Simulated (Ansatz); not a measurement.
# Lu6ReO12 (R-3): magnetic orders compared

Aim: compare the state of Lu6ReO12 (R-3) with parallel moments with one other state at the same geometry.

Method: DFT PBE, scalar-relativistic, plane waves, PAW, in Ansatz 0.2.0.

## Step 1: The structure to begin with

It takes space group R-3 (No. 148, trigonal). Conventional cell: a = 9.692 Å, b = 9.692 Å, c = 9.178 Å, α = 90.00°, β = 90.00°, γ = 120.00°. Lu (site symmetry 1) has 6 O at 2.16 to 2.36 Å as nearest neighbours. Around Re (site symmetry -3) lie 6 O at 1.95 Å. Around O (site symmetry 1) lie 1 Re at 1.95 Å and 2 Lu at 2.33 to 2.36 Å. Around O (site symmetry 1) lie 4 Lu at 2.16 to 2.26 Å.

Structure file:

```
CELL_PARAMETERS angstrom
4.84588 2.79777 3.05929
-4.84588 2.79777 3.05929
0.00000 -5.59554 3.05929
ATOMIC_POSITIONS crystal
Lu 0.60946 0.14363 0.31838
Lu 0.31838 0.60946 0.14363
Lu 0.14363 0.31838 0.60946
Lu 0.39054 0.85637 0.68162
Lu 0.68162 0.39054 0.85637
Lu 0.85637 0.68162 0.39054
Re 0.00000 0.00000 0.00000
O 0.29687 0.96148 0.08082
O 0.08082 0.29687 0.96148
O 0.96148 0.08082 0.29687
O 0.70313 0.03852 0.91918
O 0.91918 0.70313 0.03852
O 0.03852 0.91918 0.70313
O 0.82262 0.41074 0.57168
O 0.57168 0.82262 0.41074
O 0.41074 0.57168 0.82262
O 0.17738 0.58926 0.42832
O 0.42832 0.17738 0.58926
O 0.58926 0.42832 0.17738
```

An earlier run at PBE left this cell at 13.098 Å³/atom and 0.00 GPa (4×4×4 mesh).

## Step 2: No spin polarisation

Input file input.yaml:

```yaml
crystal:
  lattice:
    - [4.8458790445, 2.7977695708, 3.0592901386]
    - [-4.8458790445, 2.7977695708, 3.0592901386]
    - [0.0, -5.5955391417, 3.0592901386]
  atoms:
    - { symbol: Lu, position: [0.6094608533, 0.1436341774, 0.3183772838] }
    - { symbol: Lu, position: [0.3183772838, 0.6094608533, 0.1436341774] }
    - { symbol: Lu, position: [0.1436341774, 0.3183772838, 0.6094608533] }
    - { symbol: Lu, position: [0.3905391467, 0.8563658226, 0.6816227162] }
    - { symbol: Lu, position: [0.6816227162, 0.3905391467, 0.8563658226] }
    - { symbol: Lu, position: [0.8563658226, 0.6816227162, 0.3905391467] }
    - { symbol: Re, position: [1.0, 0.0, 0.0] }
    - { symbol: O, position: [0.296870447, 0.9614753106, 0.0808180757] }
    - { symbol: O, position: [0.0808180757, 0.296870447, 0.9614753106] }
    - { symbol: O, position: [0.9614753106, 0.0808180757, 0.296870447] }
    - { symbol: O, position: [0.703129553, 0.0385246894, 0.9191819243] }
    - { symbol: O, position: [0.9191819243, 0.703129553, 0.0385246894] }
    - { symbol: O, position: [0.0385246894, 0.9191819243, 0.703129553] }
    - { symbol: O, position: [0.8226211351, 0.4107383602, 0.5716791988] }
    - { symbol: O, position: [0.5716791988, 0.8226211351, 0.4107383602] }
    - { symbol: O, position: [0.4107383602, 0.5716791988, 0.8226211351] }
    - { symbol: O, position: [0.1773788649, 0.5892616398, 0.4283208012] }
    - { symbol: O, position: [0.4283208012, 0.1773788649, 0.5892616398] }
    - { symbol: O, position: [0.5892616398, 0.4283208012, 0.1773788649] }
basis:
  ecutwfc: 420
  ecutrho_ratio: 4
kpoints:
  mp_grid: { grid: [4, 4, 4] }
hamiltonian:
  xc: pbe
scf:
  occupations: { method: gaussian, width: 0.05 }
output:
  forces: true
  stress: true
  eigenvalues: true
```

On the command line:

```sh
> ansatz run input.yaml --threads 4 --pin off --max-ram 10240MiB --backend cpu --events-out ev --progress --plain --runs-dir out
```

**Question.** What will these runs give? Wanted: orders tried; lowest; next above it.

The runs gave:

| quantity | value |
| --- | --- |
| orders tried | 2 |
| lowest | ferromagnetic |
| largest moment there | 0.45 μB |
| next above it | no spin polarisation, 8.6 meV/atom |

In words: Of the orders that kept their pattern, the lowest is: ferromagnetic. The next lies 8.6 meV/atom higher. Only these orders were tried, at zero temperature; the one found in experiment may not be among them. Spin–orbit coupling is left out, though the cell holds Re; in elements this heavy it can shift levels and gaps by tenths of an eV.
